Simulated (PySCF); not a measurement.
# C₄H₆OSi: electronic excitations at several levels of theory

How much do the electronic excitations of C₄H₆OSi (`C#C/C=C\O[SiH3]`) depend on the level of theory, and what does each level cost?

Computed with PySCF 2.14.0, with density-fitted response routines of our own, on a single molecule in the gas phase. Atoms are numbered from 0 throughout.

## 1. The molecule as given

12 atoms, charge 0, multiplicity 1; geometry from: GFN2-xTB.

Bonds of the start (Å): C0–C1 1.20, C1–C2 1.41, C2–C3 1.34, C3–O4 1.34, O4–Si5 1.63, C0–H6 1.05, C2–H7 1.08, C3–H8 1.08, Si5–H9 1.47, Si5–H10 1.45, Si5–H11 1.47.

## 2. Relaxing the molecule at PBE0-D3(BJ)/def2-SVP

The job: settings as JSON, then the geometry in Å.

```
{"job": {"xc": "PBE0", "basis": "def2-SVP", "d3": "d3bj", "grid": 1, "kind": "geom"}, "charge": 0, "multiplicity": 1}
C      2.945995     0.827274     0.053125
C      2.139202    -0.042398     0.241347
C      1.199354    -1.066983     0.462930
C     -0.115145    -0.918463     0.275559
O     -0.664371     0.229950    -0.146383
Si    -2.195027     0.685295    -0.454162
H      3.650896     1.586254    -0.110361
H      1.584480    -2.016487     0.804797
H     -0.795393    -1.742369     0.461464
H     -3.019409     0.555790     0.750462
H     -1.951890     2.057134    -0.861477
H     -2.777494    -0.155681    -1.503329
```

The log of the run:

```text
step   0  E = -520.02223751  max force = 0.035760
step   1  E = -520.02764329  max force = 0.005107
step   2  E = -520.02745664  max force = 0.008246
step   3  E = -520.02793991  max force = 0.001909
step   4  E = -520.02791091  max force = 0.002872
step   5  E = -520.02801056  max force = 0.001436
step   6  E = -520.02806008  max force = 0.000895
step   7  E = -520.02807154  max force = 0.000491
step   8  E = -520.02807592  max force = 0.000119
optimisation converged
```

Wall time 42 s (1 thread, shared host).

Relaxation path: (the energy doesn't fall at every step)

```csv
step,energy from step 0 (eV),largest force component (eV/Å)
0,0.0000,1.8389
1,-0.1471,0.2626
2,-0.1420,0.4240
3,-0.1552,0.0982
4,-0.1544,0.1477
5,-0.1571,0.0738
6,-0.1584,0.0460
7,-0.1588,0.0252
8,-0.1589,0.0061
```

Close pairs (by a distance rule), those that changed most:

```csv
bond,before (Å),after (Å),change (Å)
O4–Si5,1.626,1.682,+0.056
Si5–H10,1.452,1.483,+0.032
Si5–H11,1.465,1.493,+0.028
Si5–H9,1.465,1.493,+0.028
C0–H6,1.049,1.074,+0.025
C3–H8,1.084,1.098,+0.014
C0–C1,1.201,1.215,+0.014
C2–H7,1.080,1.094,+0.013
```

The final coordinates are the input of the step that follows.

```csv
at the end point,value
point group (found at 0.08 Å tolerance),Cs
"rotational constants (GHz, main isotopes)","8.481, 1.294, 1.138"
dipole moment (D),2.05
```

## 3. Excited states and response: CAM-B3LYP/def2-SVPD

The job: settings as JSON, then the geometry in Å.

```
{"job": {"kind": "uv", "xc": "CAM-B3LYP", "basis": "def2-SVPD", "ip": true}, "charge": 0, "multiplicity": 1}
C      2.962843     0.536092     0.043272
C      2.078994    -0.282824     0.196538
C      1.071646    -1.261970     0.387747
C     -0.240636    -1.060389     0.165500
O     -0.736178     0.105114    -0.269286
Si    -2.355058     0.469527    -0.546668
H      3.738756     1.265325    -0.095491
H      1.372779    -2.252116     0.741228
H     -0.956223    -1.875057     0.341401
H     -3.135711     0.303299     0.715288
H     -2.375326     1.879644    -1.006936
H     -2.909902    -0.444604    -1.588820
```

Method: TDDFT CAM-B3LYP/def2-SVPD, vertical, gas phase, core orbitals frozen in the response.

The log of the run:

```text
coarse grid: 10776 points
cycle   1  E = -520.1485129547  dE =  7.379e-01  |g| = 6.253e-01  |ddm| = 9.274e+00
cycle   2  E = -520.1142149869  dE =  3.430e-02  |g| = 7.959e-01  |ddm| = 2.183e+00
cycle   3  E = -520.2306470296  dE = -1.164e-01  |g| = 8.180e-02  |ddm| = 1.009e+00
cycle   4  E = -520.2317661217  dE = -1.119e-03  |g| = 4.000e-02  |ddm| = 2.705e-01
cycle   5  E = -520.2321731205  dE = -4.070e-04  |g| = 1.187e-02  |ddm| = 9.951e-02
cycle   6  E = -520.2322058200  dE = -3.270e-05  |g| = 2.366e-03  |ddm| = 3.374e-02
cycle   7  E = -520.2322070451  dE = -1.225e-06  |g| = 1.393e-03  |ddm| = 9.727e-03
final grid: 100200 points
cycle   8  E = -520.3206377820  dE = -1.807e-05  |g| = 2.642e-03  |ddm| = 1.003e-01
cycle   9  E = -520.3206362203  dE =  1.562e-06  |g| = 3.734e-03  |ddm| = 1.185e-02
cycle  10  E = -520.3206395122  dE = -3.292e-06  |g| = 4.628e-04  |ddm| = 5.789e-03
cycle  11  E = -520.3206395674  dE = -5.519e-08  |g| = 1.258e-04  |ddm| = 8.319e-04
cycle  12  E = -520.3206395706  dE = -3.194e-09  |g| = 7.177e-05  |ddm| = 3.754e-04
cycle  13  E = -520.3206395717  dE = -1.139e-09  |g| = 1.121e-05  |ddm| = 8.962e-05
cycle  14  E = -520.3206395718  dE = -3.047e-11  |g| = 3.280e-06  |ddm| = 3.058e-05
converged SCF energy = -520.3206395718

Static polarisability (au): isotropic 82.737, principal 57.150 74.720 116.341

Singlet excitations
state   eV       nm        f      main configurations
  1   5.4164    228.9   0.41233   H->L 0.88
  2   5.5448    223.6   0.00047   H-1->L 0.57, H->L+1 0.18
  3   5.6555    219.2   0.00055   H->L+1 0.42, H-1->L 0.34
  4   6.0994    203.3   0.00002   H->L+1 0.31, H->L+3 0.27, H->L+7 0.21
  5   6.7633    183.3   0.00036   H->L+2 0.47, H->L+4 0.37
  6   6.9124    179.4   0.01086   H->L+4 0.34, H->L+3 0.26, H->L+2 0.17
  7   7.0792    175.1   0.00478   H->L+2 0.27, H->L+3 0.24, H->L+7 0.19
  8   7.0865    175.0   0.28678   H-2->L 0.43, H-1->L+7 0.13, H-1->L+3 0.10
  9   7.4195    167.1   0.04106   H->L+5 0.72, H->L+7 0.18
 10   7.6923    161.2   0.02882   H-1->L+1 0.39, H-1->L+4 0.21, H-3->L 0.15

Triplet excitations (Tamm-Dancoff, eV): 3.2945 5.1421 5.4266 5.5236
Vertical ionisation energy (delta-SCF) = 8.5027 eV
```

Wall time 43 s (1 thread, shared host).

Frontier orbitals and where they lie:

```csv
orbital,eV,atoms
HOMO−3,-10.96,"O4 41 %, Si5 19 %, H10 11 %"
HOMO−2,-10.37,"C1 28 %, C0 21 %, C2 16 %"
HOMO−1,-9.17,"C0 42 %, C1 42 %, C2 7 %"
HOMO,-7.72,"C2 22 %, C0 21 %, C3 19 %"
LUMO,0.42,"C3 27 %, C2 18 %, C0 16 %"
LUMO+1,0.76,"Si5 36 %, H11 12 %, H9 12 %"
LUMO+2,1.19,"Si5 57 %, H10 11 %, H11 10 %"
```

With each of the 10 states as a Gaussian band of 0.4 eV half-width at 1/e, the curve within the window shown has maxima at 229 nm (ε 17,000), 174 nm (ε 13,000) L/(mol cm). Beyond the last state computed it falls off for lack of states. The curve at chosen wavelengths:

(nm, ε (L/mol/cm)): (155, 949), (159, 2330), (163, 4750), (167, 8409), (171, 12019), (175, 13098), (179, 10793), (184, 5888), (188, 2805), (192, 1115), (196, 462), (200, 485), (204, 1158), (208, 2712), (212, 5334), (216, 8834), (220, 12515), (224, 15401), (228, 16694), (233, 15745), (237, 13408), (241, 10433), (245, 7484), (249, 4990), (253, 3116), (257, 1834)

Further results of this job:

```csv
property,computed
dipole moment (D),1.99
polarisability (Å³),12.26
HOMO–LUMO gap (eV),8.15
−ε(HOMO) (eV),7.72
```

## 4. Ultraviolet spectrum: wB97X-D/def2-SVPD

Same as in step 3 but for these lines:

```diff
@@ -1,2 +1,2 @@
-{"job": {"kind": "uv", "xc": "CAM-B3LYP", "basis": "def2-SVPD", "ip": true}, "charge": 0, "multiplicity": 1}
+{"job": {"kind": "uv", "xc": "wB97X-D", "basis": "def2-SVPD", "ip": true}, "charge": 0, "multiplicity": 1}
 C      2.962843     0.536092     0.043272
```

Method: TDDFT wB97X-D/def2-SVPD, vertical, gas phase, core orbitals frozen in the response.

The log of the run:

```text
coarse grid: 10776 points
cycle   1  E = -520.1763873237  dE =  7.475e-01  |g| = 6.192e-01  |ddm| = 8.080e+00
cycle   2  E = -520.1668596570  dE =  9.528e-03  |g| = 7.135e-01  |ddm| = 2.069e+00
cycle   3  E = -520.2593476728  dE = -9.249e-02  |g| = 7.389e-02  |ddm| = 9.691e-01
cycle   4  E = -520.2603852075  dE = -1.038e-03  |g| = 3.339e-02  |ddm| = 3.186e-01
cycle   5  E = -520.2606780460  dE = -2.928e-04  |g| = 1.024e-02  |ddm| = 1.104e-01
cycle   6  E = -520.2607038964  dE = -2.585e-05  |g| = 2.132e-03  |ddm| = 3.696e-02
cycle   7  E = -520.2607051980  dE = -1.302e-06  |g| = 1.322e-03  |ddm| = 1.138e-02
final grid: 100200 points
cycle   8  E = -520.3405025269  dE = -6.425e-05  |g| = 3.592e-03  |ddm| = 1.550e-01
cycle   9  E = -520.3405035303  dE = -1.003e-06  |g| = 3.181e-03  |ddm| = 1.907e-02
cycle  10  E = -520.3405055880  dE = -2.058e-06  |g| = 8.213e-04  |ddm| = 5.667e-03
cycle  11  E = -520.3405057348  dE = -1.468e-07  |g| = 3.423e-04  |ddm| = 2.140e-03
cycle  12  E = -520.3405057645  dE = -2.974e-08  |g| = 7.878e-05  |ddm| = 9.151e-04
cycle  13  E = -520.3405057664  dE = -1.814e-09  |g| = 2.576e-05  |ddm| = 2.242e-04
cycle  14  E = -520.3405057666  dE = -2.292e-10  |g| = 9.069e-06  |ddm| = 9.071e-05
converged SCF energy = -520.3405057666

Static polarisability (au): isotropic 83.054, principal 57.738 74.864 116.559

Singlet excitations
state   eV       nm        f      main configurations
  1   5.4452    227.7   0.42136   H->L 0.88
  2   5.5967    221.5   0.00014   H-1->L 0.81
  3   5.7727    214.8   0.00077   H->L+1 0.43, H->L+3 0.18, H-1->L 0.12
  4   6.2479    198.4   0.00002   H->L+1 0.41, H->L+3 0.22, H->L+7 0.13
  5   7.0126    176.8   0.00019   H->L+4 0.54, H->L+2 0.21
  6   7.1468    173.5   0.28779   H-2->L 0.48, H-1->L+3 0.11, H-1->L+7 0.09
  7   7.2057    172.1   0.00890   H->L+3 0.35, H->L+7 0.18, H->L+2 0.16
  8   7.4507    166.4   0.01557   H->L+2 0.49, H->L+5 0.12, H->L+3 0.12
  9   7.6886    161.3   0.02020   H-3->L 0.35, H->L+5 0.28, H->L+7 0.18
 10   7.7008    161.0   0.03566   H-3->L 0.44, H->L+5 0.23, H->L+7 0.13

Triplet excitations (Tamm-Dancoff, eV): 3.3894 5.2555 5.5375 5.6531
Vertical ionisation energy (delta-SCF) = 8.4604 eV
```

Wall time 38 s (1 thread, shared host).

This run: HOMO -8.25 eV, LUMO 1.09 eV; lowest singlet 5.45 eV.

## 5. TDDFT and polarisability: LC-wPBE/def2-SVPD

Same as in step 4 but for these lines:

```diff
@@ -1,2 +1,2 @@
-{"job": {"kind": "uv", "xc": "wB97X-D", "basis": "def2-SVPD", "ip": true}, "charge": 0, "multiplicity": 1}
+{"job": {"kind": "uv", "xc": "LC-wPBE", "basis": "def2-SVPD", "ip": true}, "charge": 0, "multiplicity": 1}
 C      2.962843     0.536092     0.043272
```

With the program's defaults for keys left out, this is: TDDFT LC-wPBE/def2-SVPD, vertical, gas phase, core orbitals frozen in the response.

The log of the run:

```text
coarse grid: 10776 points
cycle   1  E = -519.9893015774  dE =  8.041e-01  |g| = 6.180e-01  |ddm| = 7.782e+00
cycle   2  E = -520.0044190894  dE = -1.512e-02  |g| = 6.350e-01  |ddm| = 1.861e+00
cycle   3  E = -520.0759923827  dE = -7.157e-02  |g| = 7.307e-02  |ddm| = 9.239e-01
cycle   4  E = -520.0771285563  dE = -1.136e-03  |g| = 3.119e-02  |ddm| = 3.742e-01
cycle   5  E = -520.0773947385  dE = -2.662e-04  |g| = 1.007e-02  |ddm| = 1.245e-01
cycle   6  E = -520.0774203558  dE = -2.562e-05  |g| = 2.182e-03  |ddm| = 3.447e-02
cycle   7  E = -520.0774223490  dE = -1.993e-06  |g| = 1.415e-03  |ddm| = 1.207e-02
final grid: 100200 points
cycle   8  E = -520.1732828681  dE = -1.826e-05  |g| = 2.920e-03  |ddm| = 1.042e-01
cycle   9  E = -520.1732835183  dE = -6.502e-07  |g| = 2.664e-03  |ddm| = 1.424e-02
cycle  10  E = -520.1732849295  dE = -1.411e-06  |g| = 4.870e-04  |ddm| = 4.692e-03
cycle  11  E = -520.1732850036  dE = -7.414e-08  |g| = 1.334e-04  |ddm| = 1.181e-03
cycle  12  E = -520.1732850115  dE = -7.869e-09  |g| = 6.183e-05  |ddm| = 6.848e-04
cycle  13  E = -520.1732850128  dE = -1.304e-09  |g| = 2.603e-05  |ddm| = 1.474e-04
cycle  14  E = -520.1732850132  dE = -3.811e-10  |g| = 7.265e-06  |ddm| = 9.706e-05
converged SCF energy = -520.1732850132

Static polarisability (au): isotropic 80.541, principal 55.956 72.864 112.802

Singlet excitations
state   eV       nm        f      main configurations
  1   5.6006    221.4   0.42237   H->L 0.86
  2   5.7855    214.3   0.00014   H-1->L 0.68
  3   6.0636    204.5   0.00043   H->L+7 0.21, H-1->L 0.19, H->L+1 0.18
  4   6.7118    184.7   0.00052   H->L+1 0.60, H->L+7 0.16
  5   7.3031    169.8   0.31701   H-2->L 0.39, H-1->L+7 0.20
  6   7.4914    165.5   0.00069   H->L+4 0.59, H->L+2 0.16
  7   7.6835    161.4   0.01195   H->L+3 0.52, H->L+7 0.11
  8   7.9194    156.6   0.00060   H-3->L 0.72, H-5->L 0.20
  9   8.0513    154.0   0.02955   H->L+2 0.57, H->L+4 0.17
 10   8.2006    151.2   0.04727   H->L+5 0.74

Triplet excitations (Tamm-Dancoff, eV): 3.2449 5.2409 5.3179 5.8242
Vertical ionisation energy (delta-SCF) = 8.6005 eV
```

Wall time 54 s (1 thread, shared host).

This run: HOMO -9.02 eV, LUMO 1.53 eV; lowest singlet 5.60 eV.

## 6. Ultraviolet spectrum: PBE0/6-31G*

Same as in step 5 but for these lines:

```diff
@@ -1,2 +1,2 @@
-{"job": {"kind": "uv", "xc": "LC-wPBE", "basis": "def2-SVPD", "ip": true}, "charge": 0, "multiplicity": 1}
+{"job": {"kind": "uv", "xc": "PBE0", "basis": "6-31G*"}, "charge": 0, "multiplicity": 1}
 C      2.962843     0.536092     0.043272
```

Method: TDDFT PBE0/6-31G*, vertical, gas phase, core orbitals frozen in the response.

The log of the run:

```text
coarse grid: 10776 points
cycle   1  E = -520.2262282965  dE =  7.291e-01  |g| = 6.276e-01  |ddm| = 3.558e+00
cycle   2  E = -520.1416884454  dE =  8.454e-02  |g| = 9.173e-01  |ddm| = 1.537e+00
cycle   3  E = -520.3091112908  dE = -1.674e-01  |g| = 1.070e-01  |ddm| = 1.020e+00
cycle   4  E = -520.3112049097  dE = -2.094e-03  |g| = 4.320e-02  |ddm| = 1.473e-01
cycle   5  E = -520.3116401432  dE = -4.352e-04  |g| = 1.968e-02  |ddm| = 6.187e-02
cycle   6  E = -520.3117385573  dE = -9.841e-05  |g| = 2.383e-03  |ddm| = 1.979e-02
cycle   7  E = -520.3117394239  dE = -8.666e-07  |g| = 1.485e-03  |ddm| = 3.284e-03
final grid: 100200 points
cycle   8  E = -520.2525263063  dE = -1.157e-05  |g| = 7.307e-03  |ddm| = 2.197e-02
cycle   9  E = -520.2525080593  dE =  1.825e-05  |g| = 1.174e-02  |ddm| = 1.675e-02
cycle  10  E = -520.2525377138  dE = -2.965e-05  |g| = 1.937e-03  |ddm| = 1.132e-02
cycle  11  E = -520.2525386678  dE = -9.541e-07  |g| = 5.041e-04  |ddm| = 1.988e-03
cycle  12  E = -520.2525387274  dE = -5.958e-08  |g| = 9.775e-05  |ddm| = 5.086e-04
cycle  13  E = -520.2525387291  dE = -1.678e-09  |g| = 4.651e-05  |ddm| = 1.206e-04
cycle  14  E = -520.2525387296  dE = -5.563e-10  |g| = 1.113e-05  |ddm| = 5.618e-05
converged SCF energy = -520.2525387296

Static polarisability (au): isotropic 65.559, principal 35.971 59.344 101.364

Singlet excitations
state   eV       nm        f      main configurations
  1   5.2593    235.7   0.00002   H->L+1 0.95
  2   5.5177    224.7   0.00021   H-1->L 0.95
  3   5.5636    222.8   0.40387   H->L 0.87
  4   6.0413    205.2   0.00000   H->L+2 0.76, H->L+3 0.17
  5   6.8847    180.1   0.04542   H-1->L+1 0.97
  6   6.9908    177.4   0.00001   H->L+3 0.78, H->L+2 0.19
  7   7.2366    171.3   0.22158   H-2->L 0.66, H-1->L+2 0.14
  8   7.5135    165.0   0.00290   H->L+4 0.85, H-2->L 0.11
  9   7.6235    162.6   0.00152   H-3->L 0.93
 10   7.7527    159.9   0.00006   H-2->L+1 0.90

Triplet excitations (Tamm-Dancoff, eV): 3.2779 5.0296 5.1921 5.4009
```

Wall time 8.5 s (1 thread, shared host).

Key values: HOMO -6.11 eV, LUMO -0.12 eV; lowest singlet 5.26 eV.

## 7. Excited states and response: PBE0/def2-SVP

Same as in step 6 but for these lines:

```diff
@@ -1,2 +1,2 @@
-{"job": {"kind": "uv", "xc": "PBE0", "basis": "6-31G*"}, "charge": 0, "multiplicity": 1}
+{"job": {"kind": "uv", "xc": "PBE0", "basis": "def2-SVP"}, "charge": 0, "multiplicity": 1}
 C      2.962843     0.536092     0.043272
```

Level: TDDFT PBE0/def2-SVP, vertical, gas phase, core orbitals frozen in the response.

The log of the run:

```text
coarse grid: 10776 points
cycle   1  E = -519.8646817833  dE =  6.747e-01  |g| = 6.096e-01  |ddm| = 3.681e+00
cycle   2  E = -519.7813945679  dE =  8.329e-02  |g| = 8.997e-01  |ddm| = 1.631e+00
cycle   3  E = -519.9414461155  dE = -1.601e-01  |g| = 1.013e-01  |ddm| = 1.075e+00
cycle   4  E = -519.9432029992  dE = -1.757e-03  |g| = 4.570e-02  |ddm| = 1.516e-01
cycle   5  E = -519.9437176801  dE = -5.147e-04  |g| = 1.826e-02  |ddm| = 6.492e-02
cycle   6  E = -519.9438019566  dE = -8.428e-05  |g| = 2.474e-03  |ddm| = 1.865e-02
cycle   7  E = -519.9438029015  dE = -9.449e-07  |g| = 1.549e-03  |ddm| = 3.412e-03
final grid: 100200 points
cycle   8  E = -520.0200168207  dE = -9.839e-06  |g| = 7.785e-03  |ddm| = 2.117e-02
cycle   9  E = -520.0199933025  dE =  2.352e-05  |g| = 1.302e-02  |ddm| = 1.911e-02
cycle  10  E = -520.0200292878  dE = -3.599e-05  |g| = 1.812e-03  |ddm| = 1.287e-02
cycle  11  E = -520.0200301327  dE = -8.449e-07  |g| = 4.846e-04  |ddm| = 1.792e-03
cycle  12  E = -520.0200301888  dE = -5.601e-08  |g| = 9.235e-05  |ddm| = 5.098e-04
cycle  13  E = -520.0200301902  dE = -1.424e-09  |g| = 4.762e-05  |ddm| = 1.189e-04
cycle  14  E = -520.0200301908  dE = -5.933e-10  |g| = 1.019e-05  |ddm| = 5.621e-05
converged SCF energy = -520.0200301908

Static polarisability (au): isotropic 71.152, principal 43.170 63.548 106.738

Singlet excitations
state   eV       nm        f      main configurations
  1   5.4557    227.3   0.00060   H-1->L 0.68, H->L+1 0.24
  2   5.4933    225.7   0.43351   H->L 0.88
  3   5.5377    223.9   0.00017   H->L+1 0.67, H-1->L 0.28
  4   6.0512    204.9   0.00001   H->L+2 0.75, H->L+3 0.11
  5   6.9783    177.7   0.00043   H->L+3 0.81, H->L+2 0.15
  6   7.0947    174.8   0.24095   H-2->L 0.45, H-1->L+1 0.34
  7   7.2755    170.4   0.03076   H-1->L+1 0.63, H-2->L 0.26
  8   7.4582    166.2   0.00254   H-3->L 0.92
  9   7.5401    164.4   0.00332   H->L+4 0.83, H-2->L 0.09
 10   7.8523    157.9   0.00094   H->L+5 0.60, H-2->L+1 0.15, H->L+6 0.13

Triplet excitations (Tamm-Dancoff, eV): 3.2620 5.0310 5.3935 5.4005
```

Wall time 10 s (1 thread, shared host).

This run: HOMO -6.36 eV, LUMO -0.44 eV; lowest singlet 5.46 eV.

## 8. Excited states and response: PBE0/def2-TZVP

Same as in step 7 but for these lines:

```diff
@@ -1,2 +1,2 @@
-{"job": {"kind": "uv", "xc": "PBE0", "basis": "def2-SVP"}, "charge": 0, "multiplicity": 1}
+{"job": {"kind": "uv", "xc": "PBE0", "basis": "def2-TZVP"}, "charge": 0, "multiplicity": 1}
 C      2.962843     0.536092     0.043272
```

With the program's defaults for keys left out, this is: TDDFT PBE0/def2-TZVP, vertical, gas phase, core orbitals frozen in the response.

The log of the run:

```text
coarse grid: 10776 points
cycle   1  E = -520.3039859660  dE =  7.047e-01  |g| = 6.690e-01  |ddm| = 3.059e+00
cycle   2  E = -520.1962599199  dE =  1.077e-01  |g| = 1.013e+00  |ddm| = 1.603e+00
cycle   3  E = -520.3883637696  dE = -1.921e-01  |g| = 1.206e-01  |ddm| = 1.182e+00
cycle   4  E = -520.3906118076  dE = -2.248e-03  |g| = 5.428e-02  |ddm| = 1.409e-01
cycle   5  E = -520.3912977102  dE = -6.859e-04  |g| = 2.165e-02  |ddm| = 6.250e-02
cycle   6  E = -520.3914142564  dE = -1.165e-04  |g| = 3.286e-03  |ddm| = 1.814e-02
cycle   7  E = -520.3914166508  dE = -2.394e-06  |g| = 6.311e-04  |ddm| = 4.020e-03
final grid: 100200 points
cycle   8  E = -520.3826851168  dE = -3.007e-05  |g| = 7.701e-03  |ddm| = 1.002e-01
cycle   9  E = -520.3826685306  dE =  1.659e-05  |g| = 1.194e-02  |ddm| = 1.398e-02
cycle  10  E = -520.3826957568  dE = -2.723e-05  |g| = 1.986e-03  |ddm| = 9.499e-03
cycle  11  E = -520.3826966263  dE = -8.695e-07  |g| = 5.141e-04  |ddm| = 1.589e-03
cycle  12  E = -520.3826966739  dE = -4.767e-08  |g| = 2.245e-04  |ddm| = 4.687e-04
cycle  13  E = -520.3826966858  dE = -1.190e-08  |g| = 5.046e-05  |ddm| = 1.849e-04
cycle  14  E = -520.3826966864  dE = -5.921e-10  |g| = 1.830e-05  |ddm| = 5.149e-05
converged SCF energy = -520.3826966864

Static polarisability (au): isotropic 79.826, principal 52.909 71.469 115.099

Singlet excitations
state   eV       nm        f      main configurations
  1   5.2584    235.8   0.00014   H->L+1 0.92
  2   5.3563    231.5   0.41925   H->L 0.89
  3   5.4336    228.2   0.00004   H-1->L 0.93
  4   5.8334    212.5   0.00015   H->L+2 0.70, H->L+3 0.20
  5   6.6078    187.6   0.00002   H->L+3 0.72, H->L+2 0.24
  6   6.8637    180.6   0.10078   H-1->L+1 0.77, H-2->L 0.10
  7   7.0094    176.9   0.08313   H-2->L 0.29, H->L+4 0.28, H-1->L+1 0.21
  8   7.1711    172.9   0.04899   H->L+4 0.58, H-2->L 0.36
  9   7.2185    171.8   0.00821   H->L+5 0.99
 10   7.4036    167.5   0.00308   H-3->L 0.90, H-5->L 0.08

Triplet excitations (Tamm-Dancoff, eV): 3.2508 4.9733 5.1887 5.3596
```

It took 28 s on 1 thread, shared host.

This run: HOMO -6.46 eV, LUMO -0.61 eV; lowest singlet 5.26 eV.

## 9. Comparing the runs: electronic excitations

Excitations and ground-state properties, with basis size and wall time:

```csv
run,lowest singlet (eV),brightest (eV),f,gap (eV),α (Å³),μ (D),functions,time
CAM-B3LYP/def2-SVPD,5.42,5.42,0.412,8.15,12.26,1.99,175,43 s
wB97X-D/def2-SVPD,5.45,5.45,0.421,9.35,12.31,2.00,175,38 s
LC-wPBE/def2-SVPD,5.60,5.60,0.422,10.55,11.93,2.00,175,54 s
PBE0/6-31G*,5.26,5.56,0.404,5.99,9.71,2.01,100,8.5 s
PBE0/def2-SVP,5.46,5.49,0.434,5.92,10.54,2.05,118,10 s
PBE0/def2-TZVP,5.26,5.36,0.419,5.85,11.83,1.96,228,28 s
```

## 10. Results

| quantity | value |
| --- | --- |
| point group | Cs |
| rotational constants (main isotopes) | 8.48, 1.29, 1.14 GHz |
| lowest singlet (CAM-B3LYP/def2-SVPD) | 5.42 eV (229 nm), f = 0.412 |
| lowest triplet | 3.29 eV |
| vertical ionisation energy (ΔSCF) | 8.50 eV |
| range of the lowest singlet | 5.26 to 5.60 eV |

Single values in the summary come from the first run of each kind that ended normally (CAM-B3LYP/def2-SVPD), which need not be the best level. The optimisation took 8 steps and gained 0.159 eV; among the close pairs (by a distance rule), O4–Si5 changed most, from 1.626 to 1.682 Å. The lowest singlet, at 5.42 eV, is HOMO→LUMO 0.88 and is bright. The lowest triplet lies 2.12 eV below the lowest singlet (triplets in Tamm-Dancoff, singlets in full TDDFT). ΔSCF puts the ionisation energy at 8.50 eV, 0.78 eV above −ε(HOMO). The lowest singlet runs from 5.26 eV (PBE0/def2-TZVP) to 5.60 eV (LC-wPBE/def2-SVPD), while the orbital gap spans 5.85 to 10.55 eV. The lowest state need not be the same one in every run.
